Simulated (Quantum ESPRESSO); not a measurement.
**AlSn under changes of volume**

One of the cells (25.236 Å³/atom); the others are scaled copies at fixed shape and fractional positions:

```xyz
2
Lattice="4.1981 0.0000 0.0000 -2.0991 3.6357 0.0000 0.0000 0.0000 3.3068" Properties=species:S:1:pos:R:3 pbc="T T T"
Sn    0.0000    2.4238    1.6534
Al    0.0000    0.0000    0.0000
```

The cell comes from a database or a generator and needn't be the stable form of this composition.

- Program: Quantum ESPRESSO 7.5
- Functional: PBEsol
- Potentials or basis: GBRV 1.5 PBEsol
- Cutoff: 925 eV
- Density cutoff: 7401 eV
- k mesh: 7 × 7 × 8
- Occupations: fermi-dirac, width 0.05 eV
- Spin: no spin polarisation

```csv
volume (Å³/atom),energy over the lowest point (meV/atom),pressure (GPa)
23.722,3.10,1.5
24.227,0.00,0.2
24.731,0.73,-1.0
25.236,4.92,-2.0
25.741,12.15,-2.9
26.245,?,?
26.750,34.25,-4.3
```

Question: What does the run at 26.245 Å³/atom give?

Answer: Energy over the lowest point 22.05 meV/atom; pressure -3.7 GPa.

Worked out: A Birch-Murnaghan fit of order 3 (a polynomial in V^(-2/3)) to the other rows has its minimum at 24.37 Å³/atom with B0 = V·E''(V) = 57 GPa and B' = 5.0 at fixed shape and positions, which overstates the stiffness. It gives 22.01 meV/atom at 26.245 Å³/atom, against the run's 22.05, and -dE/dV = -3.5 GPa, against -3.7.

Energies are extrapolated to zero smearing.
